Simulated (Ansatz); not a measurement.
**CHAlGa (quartet): wave-function methods side by side, cc-pVTZ**

The task here is to estimate one member of a computed series from the others.

Method: cc-pVTZ, core rule «outside noble gas», up to 20 orbitals frozen; program: Ansatz 0.2.0, Gaussian basis.

To be run: UHF; CCSD(T) on ROHF; CCSD(T) on UHF; BCCD(T) on ROHF; CCSDT(Q) on ROHF; CCSDT(Q) on UHF.

5 further runs of the same task are left out: 5 set aside as unsound or not needed. Runs told in other sessions of the task aren't counted.

## The system

The geometry is a PBE0/def2-TZVP stationary point (not a proven minimum) of the parent state, kept for this charge and spin. No spin-orbit coupling is included. The filled d shell of Ga may be among the frozen orbitals whatever the setting's name suggests.

4 atoms, charge 0, spin multiplicity 4.

Atoms are counted from 1 here; the program's logs count them from 0.

Bond lengths: Al1–C2 1.865 Å, C2–Ga3 1.908 Å, C2–H4 1.098 Å. Angles: Al1–C2–Ga3 122.6°, Al1–C2–H4 121.7°, Ga3–C2–H4 115.7°.

The first run:

The input, in.yaml:

```yaml
crystal:
  periodic: [false, false, false]
  atoms:
    - {symbol: Al, position_ang: [0.000000, -0.223190, 2.288777]}
    - {symbol: C, position_ang: [0.000000, 0.756460, 0.702219]}
    - {symbol: Ga, position_ang: [0.000000, -0.070755, -1.016840]}
    - {symbol: H, position_ang: [0.000000, 1.854907, 0.702710]}
basis:
  gaussian: {orbitals: cc-pVTZ}
magnetization: {spin_polarized: true, initial_magnetization: 3}
hamiltonian: {xc: hf}
output: {orbitals: {seedname: orbitals}}
```

Launch:

```console
ansatz run in.yaml --threads 1 --pin off --events-out ev --progress --plain --max-ram 4096MiB --backend cpu
```

Among the steps run: UHF; CCSD(T) on ROHF; CCSD(T) on UHF; BCCD(T) on ROHF; CCSDT(Q) on ROHF; CCSDT(Q) on UHF.

One table of the session follows, with a row left open; its other results are not shown here.

It belongs to the step «Misses and costs». 

| method | from RCCSDT(Q) (kcal/mol) |
| --- | --- |
| UHF | +170.95 |
| RMP2 | +32.96 |
| UMP2 | +33.44 |
| RCCSD | +14.42 |
| UCCSD | +12.58 |
| RCCSD(T) | +2.66 |
| UCCSD(T) | +4.41 |
| BCCD(T) | +2.90 |
| RCCSDT | +1.16 |
| UCCSDT | +1.49 |
| RCCSDT(Q) | 0 |
| UCCSDT(Q) | ? |

Estimate the missing values for UCCSDT(Q).

**Answer.** from RCCSDT(Q) (kcal/mol): +0.06. In the column «from RCCSDT(Q) (kcal/mol)» it lies between RCCSDT(Q) (0) and RCCSDT (+1.16).

Left out of the table: ROHF (another determinant or state than the rows shown).

To keep in mind: Warnings: coupled cluster took another determinant than the lowest. Restricted and unrestricted rows rest on different reference determinants; a gap between their highest levels can come from leftover correlation error, from unlike frozen cores or from another state.
